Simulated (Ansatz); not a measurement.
# PtB+ (quintet): from Hartree-Fock to the top rungs, def2-TZVPP

An exercise on one series of results from a longer session: the logs are not shown, and one member is left open.

Method: def2-TZVPP, core rule «outside noble gas», up to 5 orbitals frozen; program: Ansatz 0.2.0, Gaussian basis.

The runs, in order: UHF; CCSD(T) on ROHF; CCSD(T) on UHF; CCSDT(Q) on ROHF; CCSDT(Q) on UHF; CASSCF and MRCISD+Q, 12 electrons in 10 orbitals; CASSCF and NEVPT2, 12 electrons in 10 orbitals.

6 further runs of the same task are left out: 1 that didn't finish, 5 set aside as unsound or not needed.

## The geometry

The geometry is a PBE0/def2-TZVP stationary point (not a proven minimum) of the parent state, kept for this charge and spin. No spin-orbit coupling is included. Elements past krypton take def2 core potentials.

2 atoms, charge 1, spin multiplicity 5.

Atoms are counted from 1 here; the program's logs count them from 0.

Bond lengths: Pt1–B2 1.882 Å.

Set-up of the first run:

Input file in.yaml:

```yaml
crystal:
  periodic: [false, false, false]
  atoms:
    - {symbol: Pt, position_ang: [0.000000, 0.000000, 0.000000]}
    - {symbol: B, position_ang: [0.000000, 0.000000, 1.881800]}
basis:
  gaussian: {orbitals: def2-TZVPP}
total_charge: 1
magnetization: {spin_polarized: true, initial_magnetization: 4}
hamiltonian: {xc: hf}
output: {orbitals: {seedname: orbitals}}
```

The run is started by

```
> ansatz run in.yaml --threads 1 --pin off --events-out ev --progress --plain --max-ram 4096MiB --backend cpu
```

Steps of the session up to this table: UHF; CCSD(T) on ROHF; CCSD(T) on UHF; CCSDT(Q) on ROHF; CCSDT(Q) on UHF; CASSCF and MRCISD+Q, 12 electrons in 10 orbitals; CASSCF and NEVPT2, 12 electrons in 10 orbitals.

One table of the session follows, with a row left open; its other results are not shown here.

| method | from RCCSDT(Q) (kcal/mol) |
| --- | --- |
| ROHF | +216.07 |
| UHF | ? |
| RMP2 | +5.41 |
| UMP2 | +4.64 |
| RCCSD | +9.95 |
| UCCSD | +7.77 |
| RCCSD(T) | +0.56 |
| UCCSD(T) | -1.43 |
| RCCSDT | +0.42 |
| UCCSDT | -1.57 |
| RCCSDT(Q) | 0 |
| UCCSDT(Q) | -2.04 |
| CASSCF valence | +185.82 |
| NEVPT2 valence | +20.82 |
| MRCISD valence | +18.30 |
| MRCISD+Q valence | +5.21 |

Estimate the missing values for UHF.

As computed: from RCCSDT(Q) (kcal/mol): +210.68. In the column «from RCCSDT(Q) (kcal/mol)» it lies between CASSCF valence (+185.82) and ROHF (+216.07).

Limits of these values: Restricted and unrestricted rows rest on different reference determinants; where their highest levels disagree by more than a few hundredths of an eV, they describe different states and don't form one ladder.
